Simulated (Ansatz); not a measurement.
# CH5AlFN: the cost of one run

All numbers below are computed with Ansatz 0.2.0 (RKS B3LYP-D4/def2-SVP).

**1. Starting point**

Bond lengths: F1–C2 1.378 Å, C2–N3 1.437 Å, N3–Al4 1.864 Å, C2–H5 1.127 Å, C2–H6 1.108 Å, N3–H7 1.083 Å, Al4–H8 1.611 Å, Al4–H9 1.636 Å. Angles: F1–C2–N3 107.4°, F1–C2–H5 109.9°, F1–C2–H6 109.0°, N3–C2–H5 109.8°, N3–C2–H6 110.6°, H5–C2–H6 110.1°, C2–N3–Al4 114.0°, C2–N3–H7 109.0°, Al4–N3–H7 105.9°, N3–Al4–H8 119.4°, N3–Al4–H9 120.4°, H8–Al4–H9 119.8°.

As a file:

```xyz
9

F     0.6205    2.3101    0.4229
C    -0.1223    1.1934    0.1069
N     0.7001    0.0429    0.3641
Al   -0.1215   -1.5815   -0.0367
H    -0.4108    1.2209   -0.9825
H    -1.0306    1.1736    0.7408
H     1.5813    0.0931   -0.2631
H    -0.7173   -1.8227   -1.5143
H    -0.4109   -2.6760    1.1449
```

**2. Relaxing end A**

Contents of input.yaml:

```yaml
crystal:
  periodic: [false, false, false]
  atoms:
    - { symbol: F, position_ang: [0.6205, 2.3101, 0.4229] }
    - { symbol: C, position_ang: [-0.1223, 1.1934, 0.1069] }
    - { symbol: "N", position_ang: [0.7001, 0.0429, 0.3641] }
    - { symbol: Al, position_ang: [-0.1215, -1.5815, -0.0367] }
    - { symbol: H, position_ang: [-0.4108, 1.2209, -0.9825] }
    - { symbol: H, position_ang: [-1.0306, 1.1736, 0.7408] }
    - { symbol: H, position_ang: [1.5813, 0.0931, -0.2631] }
    - { symbol: H, position_ang: [-0.7173, -1.8227, -1.5143] }
    - { symbol: H, position_ang: [-0.4109, -2.676, 1.1449] }
basis:
  gaussian: { orbitals: def2-SVP }
hamiltonian:
  xc: b3lyp
  dispersion: d4
relax:
  f_tol: 0.015
  max_steps: 40
```

Started as:

```sh
$ ansatz run input.yaml --threads 1 --pin off --max-ram 2048MiB --backend cpu --events-out ev --progress --plain --runs-dir out
```

**Question.** How long does this run take on 1 thread of Intel Xeon 6975P-C (Granite Rapids), shared host, and how much memory does it need?

About 33 s, with a peak of 0.17 GiB.
